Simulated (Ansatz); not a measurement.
# TiCH3 (doublet): from Hartree-Fock to the top rungs at a displaced geometry (v2), def2-SVP

An exercise on one series of results from a longer session: the logs are not shown, and one member is left open.

Computed with Ansatz 0.2.0, Gaussian basis. Level: def2-SVP, core rule «outside noble gas», up to 10 orbitals frozen.

To be run: UHF; CCSD(T) on ROHF; CCSD(T) on UHF; CISD as a restricted active space (open shells left free, so some higher excitations enter); CCSDT(Q) on ROHF; CCSDT(Q) on UHF; CASSCF and MRCISD+Q, 9 electrons in 9 orbitals; CASSCF and NEVPT2, 9 electrons in 9 orbitals.

26 further runs of the same task are left out: 9 that didn't finish, 17 set aside as unsound or not needed. Runs told in other sessions of the task aren't counted.

**The system**

The geometry is a PBE0/def2-TZVP stationary point (not a proven minimum) with its atoms shifted at random (size 0.100 Å).

5 atoms, charge 0, spin multiplicity 2.

Atoms are counted from 1 here; the program's logs count them from 0.

Bond lengths: Ti1–C2 2.057 Å, C2–H3 1.055 Å, C2–H4 1.023 Å, C2–H5 1.228 Å. Angles: Ti1–C2–H3 114.1°, Ti1–C2–H4 111.2°, Ti1–C2–H5 107.7°, H3–C2–H4 118.4°, H3–C2–H5 101.4°, H4–C2–H5 102.3°.

Geometry (Å):

```
Ti    0.03471    0.00175    0.50942
C    -0.13016    0.01138   -1.54140
H    -0.94662   -0.54618   -1.91002
H     0.02958    0.94789   -1.92029
H     0.81957   -0.62061   -1.99469
```

Set-up of the first run:

File in.yaml:

```yaml
crystal:
  periodic: [false, false, false]
  atoms:
    - {symbol: Ti, position_ang: [0.034712, 0.001754, 0.509424]}
    - {symbol: C, position_ang: [-0.130161, 0.011381, -1.541404]}
    - {symbol: H, position_ang: [-0.946622, -0.546179, -1.910021]}
    - {symbol: H, position_ang: [0.029583, 0.947886, -1.920290]}
    - {symbol: H, position_ang: [0.819574, -0.620609, -1.994689]}
basis:
  gaussian: {orbitals: def2-SVP}
magnetization: {spin_polarized: true, initial_magnetization: 1}
hamiltonian: {xc: hf}
output: {orbitals: {seedname: orbitals}}
```

Command:

```console
ansatz run in.yaml --threads 1 --pin off --events-out ev --progress --plain --max-ram 2393MiB
```

Among the steps run: UHF; CCSD(T) on ROHF; CCSD(T) on UHF; CISD as a restricted active space (open shells left free, so some higher excitations enter); CCSDT(Q) on ROHF; CCSDT(Q) on UHF; CASSCF and MRCISD+Q, 9 electrons in 9 orbitals; CASSCF and NEVPT2, 9 electrons in 9 orbitals.

One table of the session follows, with a row left open; its other results are not shown here.

It belongs to the step «Misses and costs». 

```
   method  from RCCSDT(Q) (kcal/mol)
     ROHF                    +164.49
     RMP2                          ?
     UMP2                     +31.99
     CISD                     +23.84
    RCCSD                      +7.43
    UCCSD                      +7.04
 RCCSD(T)                      +1.49
 UCCSD(T)                      +0.93
   RCCSDT                      +0.42
   UCCSDT                      -0.12
RCCSDT(Q)                          0
UCCSDT(Q)                      -0.58
```

**Question.** Estimate the row for RMP2.

**Answer.** from RCCSDT(Q) (kcal/mol): +31.62. In the column «from RCCSDT(Q) (kcal/mol)» it lies between CISD (+23.84) and UMP2 (+31.99).

Left out of the table: CASSCF frontier, NEVPT2 frontier, MRCISD frontier, MRCISD+Q frontier (the active space lost an orbital or holds another state than full CI finds).

Caveats from the session: The determinant of HF (⟨S²⟩ 1.76) is far from a pure spin state, so its energy mixes those of several spin states; that is harmless only where they are near-degenerate. Left out of the table: UHF (another determinant or state than the rows shown). Warnings: spin contamination; coupled cluster took another determinant than the lowest. Restricted and unrestricted rows rest on different reference determinants; a gap between their highest levels can come from leftover correlation error, from unlike frozen cores or from another state. Warnings in the runs' records: passed over end.
